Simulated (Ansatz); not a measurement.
Wanted: the native input for an Ansatz 0.2.0 run.

- Task: band structure
- Functional: PBE
- Potentials or basis: Ansatz PAW
- Cutoff: 420 eV (not typed: the program's choice for these potentials)
- k mesh: 9 × 9 × 9
- Occupations: fermi-dirac, width 0.05 eV
- Spin: no spin polarisation
- Path: [["G", "L", "B1"], ["B", "Z", "G", "X"], ["Q", "F", "P1", "Z"], ["L", "P"]]
- Points for each segment of the path: 14

The system is GeCN2.

```
Ge N C
1.0
     1.79379    1.03565    4.92196
    -1.79379    1.03565    4.92196
     0.00000   -2.07129    4.92196
Ge N C
1 2 1
Direct
  0.00000 0.00000 0.00000
  0.58390 0.58390 0.58390
  0.41610 0.41610 0.41610
  0.50000 0.50000 0.50000
```

The cell comes from a database or a generator and needn't be the stable form of this composition.

These files were run (other wordings do the same):

input.yaml

```yaml
crystal:
  lattice:
    - [1.7937903697, 1.0356453528, 4.9219572124]
    - [-1.7937903697, 1.0356453528, 4.9219572124]
    - [0.0, -2.0712907056, 4.9219572124]
  atoms:
    - { symbol: Ge, position: [0.0, 0.0, 0.0] }
    - { symbol: "N", position: [0.5839044, 0.5839044, 0.5839044] }
    - { symbol: "N", position: [0.4160956, 0.4160956, 0.4160956] }
    - { symbol: C, position: [0.5, 0.5, 0.5] }
hamiltonian:
  xc: pbe
  pseudopotentials: { kind: paw }
kpoints:
  mp_grid: { grid: [9, 9, 9] }
  band_path:
    path:
      - [[0.0, 0.0, 0.0], [0.5, 0.0, 0.0], [0.5, 0.1961825099, -0.1961825099]]
      - [[0.8038174901, 0.5, 0.1961825099], [0.5, 0.5, 0.5], [0.0, 0.0, 0.0], [0.3480912549, 0.0, -0.3480912549]]
      - [[0.6519087451, 0.3480912549, 0.0], [0.5, 0.5, 0.0], [0.6519087451, 0.6519087451, 0.1961825099], [0.5, 0.5, 0.5]]
      - [[0.5, 0.0, 0.0], [0.8038174901, 0.3480912549, 0.3480912549]]
    npoints: 14
scf:
  occupations: { method: fermi_dirac, width: 0.05 }
  n_extra_bands: 10
output:
  forces: true
  stress: true
  eigenvalues: true
  fatbands: false
```

Potentials or basis: Ansatz PAW.

The run is started by

```bash
$ ansatz run input.yaml --threads 2 --pin off --max-ram 5632MiB --backend cpu --events-out ev --progress --plain --runs-dir out
```

Results of the run:

The pressure is 0.0 GPa. The largest force is 0.017 eV/Å. The band gap on the k mesh is 1.12 eV, indirect (least direct gap 1.97 eV) and the band gap along the path is 1.06 eV, indirect (least direct gap 1.96 eV).

Caveat: the k mesh misses the band edges, so the gap on the mesh is wider than the one along the path; the pressure holds a Pulay correction of +0.4 GPa for the finite cutoff.

It took 7 s on 2 threads of Intel(R) Xeon(R) Processor @ 2.70GHz, on a shared host, peak memory 0.41 GiB.
